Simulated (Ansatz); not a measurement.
# BGeO+ (triplet): the correlation ladder, cc-pVDZ

An exercise on one series of results from a longer session: the logs are not shown, and one member is left open.

Method: cc-pVDZ, core rule «outside noble gas», up to 16 orbitals frozen; program: Ansatz 0.2.0, Gaussian basis.

Plan: UHF; CCSD(T) on ROHF; CCSD(T) on UHF; BCCD(T) on ROHF; CISD; CCSDT(Q) on ROHF; CCSDT(Q) on UHF; CASSCF and MRCISD+Q, 10 electrons in 11 orbitals; CASSCF and NEVPT2, 10 electrons in 11 orbitals.

18 further runs of the same task are left out: 4 that didn't finish, 14 set aside as unsound or not needed.

## What is computed

The geometry is a PBE0/def2-TZVP stationary point (not a proven minimum) of the parent state, kept for this charge and spin. No spin-orbit coupling is included. The filled d shell of Ge may be among the frozen orbitals whatever the setting's name suggests; the logs give the count.

3 atoms, charge 1, spin multiplicity 3.

Atoms are counted from 1 here; the program's logs count them from 0.

Bond lengths: Ge1–B2 1.975 Å, B2–O3 1.208 Å. Angles: Ge1–B2–O3 180.0°.

Set-up of the first run:

in.yaml reads:

```yaml
crystal:
  periodic: [false, false, false]
  atoms:
    - {symbol: Ge, position_ang: [0.000000, 0.000000, 1.719100]}
    - {symbol: B, position_ang: [0.000000, 0.000000, -0.255500]}
    - {symbol: O, position_ang: [0.000000, 0.000000, -1.463600]}
basis:
  gaussian: {orbitals: cc-pVDZ}
total_charge: 1
magnetization: {spin_polarized: true, initial_magnetization: 2}
hamiltonian: {xc: hf}
output: {orbitals: {seedname: orbitals}}
```

The run is started by

```bash
$ ansatz run in.yaml --threads 1 --pin off --events-out ev --progress --plain --max-ram 2393MiB
```

Steps of the session up to this table: UHF; CCSD(T) on ROHF; CCSD(T) on UHF; BCCD(T) on ROHF; CISD; CCSDT(Q) on ROHF; CCSDT(Q) on UHF; CASSCF and MRCISD+Q, 10 electrons in 11 orbitals; CASSCF and NEVPT2, 10 electrons in 11 orbitals.

One of the session's tables, all rows but one given; the rest of the session is left out.

```
          method  from RCCSDT(Q) (meV)
            ROHF               +8978.9
             UHF               +8866.3
            RMP2                +745.0
            UMP2                     ?
            CISD               +1192.3
           RCCSD                +447.2
           UCCSD                +428.5
        RCCSD(T)                 +65.3
        UCCSD(T)                 +59.5
         BCCD(T)                 +64.5
          RCCSDT                 +33.0
          UCCSDT                 +20.1
       RCCSDT(Q)                     0
       UCCSDT(Q)                 -28.8
  CASSCF valence               +4774.6
  NEVPT2 valence                +905.6
  MRCISD valence                +327.1
MRCISD+Q valence                 +69.1
```

Estimate the missing values for UMP2.

The run gave: from RCCSDT(Q) (meV): +806.0. In the column «from RCCSDT(Q) (meV)» it lies between RMP2 (+745.0) and NEVPT2 valence (+905.6).

Limits of these values: Restricted and unrestricted rows rest on different reference determinants; where their highest levels disagree by more than a few hundredths of an eV, they describe different states and don't form one ladder.
